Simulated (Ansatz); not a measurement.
Working through a projected density of states of AlCu3, space group Fm-3m

With Ansatz 0.2.0 through its Python package.

The cells in order, each with its output:

**Cell 1**
```python
from collections import Counter
from dataclasses import dataclass
import json

import ansatz as az
import matplotlib.pyplot as plt
import numpy as np
```

**Cell 2**
```python
@dataclass
class Options:
    xc: str = "PBEsol"
    filling: str = "Fermi-Dirac"
    sigma: float = 0.01
    extra_bands: int = 14
```

**Cell 3**
```python
cfg = Options()
```

**Cell 4**
```python
vectors = np.array([
    [0.0, 2.88801099, 2.88801099],
    [2.88801099, 0.0, 2.88801099],
    [2.88801099, 2.88801099, 0.0],
])
alcu3 = (
    az.Lattice.of(vectors)
    .atom("Al", (0.0, 0.0, 0.0))
    .atom("Cu", (0.5, 0.5, 0.5))
    .atom("Cu", (0.25, 0.25, 0.25))
    .atom("Cu", (0.75, 0.75, 0.75))
)
```

**Cell 5**
```python
[site.symbol for site in alcu3.resolved().sites]
```
Output:
```text
['Al', 'Cu', 'Cu', 'Cu']
```

**Cell 6**
```python
setup = (
    alcu3.calculation()
    .functional(cfg.xc)
    .basis(20 * az.Ha)
    .occupations(cfg.filling, width=cfg.sigma)
    .initial_density(normalization="atom")
    .kpoints(5, shift=0.5)
    .scf(extra_bands=cfg.extra_bands)
    .density_of_states(projected=True, method="smearing", broadening_width=0.15, energy_step=0.1)
)
res = setup.run(events_out="events.ndjson")
summary = res.report
```
Output:
```text
DeckWarning: crystal.symmetry: narrowed to the stabiliser of the k-point mesh — unitary ops 48 → 12; excluded 36 operations that carry a point of the 5×5×5 mesh (shift [0.5, 0.5, 0.5]) off the mesh (the run samples exactly the mesh kpoints.mp_grid names, as under crystal.symmetry.detect: false, and its converged state [...]
```

**Cell 7**
```python
summary["free_energy_ev"]
```
Output:
```text
-20291.577454215258
```

**Cell 8**
```python
[(site.symbol, site.position_frac.round(4).tolist()) for site in res.lattice.sites]
```
Output:
```text
[(<Element.AL: 'Al'>, [0.0, 0.0, 0.0]), (<Element.CU: 'Cu'>, [0.5, 0.5, 0.5]),
 (<Element.CU: 'Cu'>, [0.25, 0.25, 0.25]), (<Element.CU: 'Cu'>, [0.75, 0.75, 0.75])]
```

**Cell 9**
```python
with open("events.ndjson") as stream:
    kinds = Counter(json.loads(line)["event"] for line in stream)
print("events:", {kind: kinds[kind] for kind in ("scf_iter", "scf_done", "notice", "finished")})
```
Output:
```text
events: {'scf_iter': 9, 'scf_done': 1, 'notice': 4, 'finished': 1}
```

**Cell 10**
```python
dos = res.density_of_states()
energy = np.asarray(dos.energies_ev) - dos.fermi_ev
curves = {}
for site in res.projected_density_of_states().sites:
    for shell in site.shells:
        weight = sum(np.sum(curve.g_bin_mean_per_ev, axis=0) for curve in shell.curves)
        name = f"{site.species} {shell.label}"
        curves[name] = curves.get(name, 0) + weight
```

**Cell 11**
```python
window = (energy > -8) & (energy < 4)
fig, ax = plt.subplots(figsize=(5.5, 3.5))
for name, g in curves.items():
    if g[window].max() > 0.05:
        ax.plot(energy[window], g[window], label=name, lw=1)
        print(f"{name:8s} peak {g[window].max():7.3f} states/eV at {energy[window][g[window].argmax()]:6.2f} eV")
ax.set(xlabel="E - E_F (eV)", ylabel="states/eV")
ax.legend(fontsize=7)
fig.tight_layout()
fig.savefig("pdos.png", dpi=100)
```
Output:
```text
Al 3S    peak   0.470 states/eV at  -6.97 eV
Al 3P    peak   0.718 states/eV at  -0.27 eV
Cu 4S    peak   0.964 states/eV at   3.03 eV
Cu 3D    peak  20.009 states/eV at  -2.57 eV
```

What to keep in mind:
- The settings weren't tested for convergence.
- Spin is left out of this run.
- For a metal this k-point mesh is coarse: on a finer one energies can move by several to tens of meV an atom and pressures by half a GPa or more, differences at one mesh by less.
- Peaks are the largest values inside the energy window taken; deeper bands lie outside it.
- The structure comes from a database of computed cells and needn't be a stable or known phase.
- Warnings are shown shortened and without file and line.
- Curves are summed over the cell's atoms. Only shells that the potentials hold have channels, so projections don't add up to the total, least of all where a shell is missing (p of most metals); heights and places of peaks move with the mesh.
- The density of states is complete only as far up as bands were computed.
- Run time: 5.5 s on 1 thread of Arm Neoverse V1, with other jobs on the host, peak memory 0.42 GiB.

(Lines on the test bed's own set-up are left out of the output.)
